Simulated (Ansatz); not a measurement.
# ClH3NNbO2: up Jacob's ladder to CCSD(T)

The task here is to estimate one member of a computed series from the others.

Method: functionals in def2-TZVPP, the program's frozen cores in correlated methods; program: Ansatz 0.2.0, Gaussian basis.

Plan: LDA (SPW92), PBE-D4, revPBE-D4, BLYP-D4, r2SCAN-D4, B97M-V, PBE0-D4, B3LYP-D4, r2SCANh-D4, r2SCAN0-D4, HSE06-D4, BHLYP-D4, CAM-B3LYP-D4, LC-ωPBE, ωB97X-V, ωB97M-V, B2PLYP, PBE-QIDH; CCSD(T)/def2-SVP; CCSD(T)/def2-TZVPP; MP2/def2-QZVPP; extrapolation to the limit; RPA on PBE.

## Structure used throughout

The geometry comes from an earlier relaxation with PBE0-D4 in a triple-zeta def2 set; it is a stationary point, not always the lowest conformer. Nb takes the def2 core potential; no spin-orbit term is included.

SMILES `[NH2][Nb](=[O])([OH])[Cl]`, 8 atoms, charge 0, spin multiplicity 1.

Atoms are counted from 1 here; the program's logs count them from 0.

Bond lengths: N1–Nb2 1.954 Å, N1–H6 1.011 Å, N1–H7 1.010 Å, Nb2–O3 1.688 Å, Nb2–O4 1.895 Å, Nb2–Cl5 2.319 Å, O4–H8 0.957 Å. Angles: Nb2–N1–H6 125.1°, Nb2–N1–H7 124.4°, H6–N1–H7 110.4°, N1–Nb2–O3 105.1°, N1–Nb2–O4 112.4°, N1–Nb2–Cl5 109.0°, O3–Nb2–O4 108.4°, O3–Nb2–Cl5 111.6°, O4–Nb2–Cl5 110.2°, Nb2–O4–H8 134.4°.

As a file:

```mol
ClH3NNbO2
  3D, bonds by distance, orders not assigned

  8  7  0  0  0  0  0  0  0  0999 V2000
   -0.9863    0.9458    0.3407 N   0  0
    0.6452   -0.0128   -0.1460 Nb  0  0
    1.8643    0.6892    0.7874 O   0  0
    0.5521   -1.8570    0.2808 O   0  0
    1.0383    0.2656   -2.4140 Cl  0  0
   -1.9039    0.7649   -0.0434 H   0  0
   -1.0277    1.6969    1.0143 H   0  0
   -0.0900   -2.5496    0.1244 H   0  0
  1  2  8  0
  2  3  8  0
  2  4  8  0
  2  5  8  0
  1  6  8  0
  1  7  8  0
  4  8  8  0
M  END
```

Set-up of the first run:

The input, in.yaml:

```yaml
crystal:
  periodic: [false, false, false]
  atoms:
    - {symbol: N, position_ang: [-0.986314, 0.945772, 0.340712]}
    - {symbol: Nb, position_ang: [0.645217, -0.012798, -0.145975]}
    - {symbol: O, position_ang: [1.864258, 0.689152, 0.787413]}
    - {symbol: O, position_ang: [0.552128, -1.857049, 0.280767]}
    - {symbol: Cl, position_ang: [1.038322, 0.265565, -2.414016]}
    - {symbol: H, position_ang: [-1.903897, 0.764904, -0.043376]}
    - {symbol: H, position_ang: [-1.027717, 1.696936, 1.014287]}
    - {symbol: H, position_ang: [-0.089996, -2.549582, 0.124389]}
basis:
  gaussian: {orbitals: def2-TZVPP}
hamiltonian: {xc: lda}
output: {orbitals: {seedname: orbitals}}
```

Steps of the session up to this table: LDA; PBE-D4 (GGA); revPBE-D4 (GGA); BLYP-D4 (GGA); r2SCAN-D4 (meta-GGA); B97M-V (meta-GGA); PBE0-D4 (hybrid); B3LYP-D4 (hybrid); r2SCANh-D4 (hybrid); r2SCAN0-D4 (hybrid); HSE06-D4 (hybrid); BHLYP-D4 (hybrid); CAM-B3LYP-D4 (range-separated); LC-ωPBE-D4 (range-separated; the results give it without D4); ωB97X-V (range-separated); ωB97M-V (range-separated); B2PLYP (double hybrid); PBE-QIDH (double hybrid).

One of the session's tables, all rows but one given; the rest of the session is left out.

It belongs to the step «Frontier levels by functional». 

```
  functional  HOMO (eV)  LUMO (eV)  gap (eV)
 LDA (SPW92)      -7.28      -2.69      4.58
      PBE-D4      -7.07      -2.47      4.60
   revPBE-D4      -6.99      -2.38      4.61
     BLYP-D4      -6.93      -2.37      4.57
   r2SCAN-D4          ?          ?         ?
      B97M-V      -7.44      -2.31      5.13
     PBE0-D4      -8.47      -1.66      6.81
    B3LYP-D4      -8.22      -1.90      6.32
  r2SCANh-D4      -7.92      -2.06      5.86
  r2SCAN0-D4      -8.71      -1.59      7.11
    HSE06-D4      -8.07      -2.04      6.02
    BHLYP-D4      -9.77      -0.72      9.05
CAM-B3LYP-D4      -9.87      -0.58      9.29
     LC-ωPBE     -11.27       0.60     11.87
     ωB97X-V     -10.87       0.52     11.39
     ωB97M-V     -10.75       0.41     11.16
```

Q: Estimate the row for r2SCAN-D4 from the others.

Worked estimate for «HOMO (eV)». Against the share of exact exchange, r2SCANh-D4 (0.1, -7.92), r2SCAN0-D4 (0.25, -8.71) give a slope of -5.27 per unit share; at 0 the line stands at -7.39.

The run gave: HOMO (eV): -7.40; LUMO (eV): -2.36; gap (eV): 5.04. In «HOMO (eV)» the line misses by +0.01.
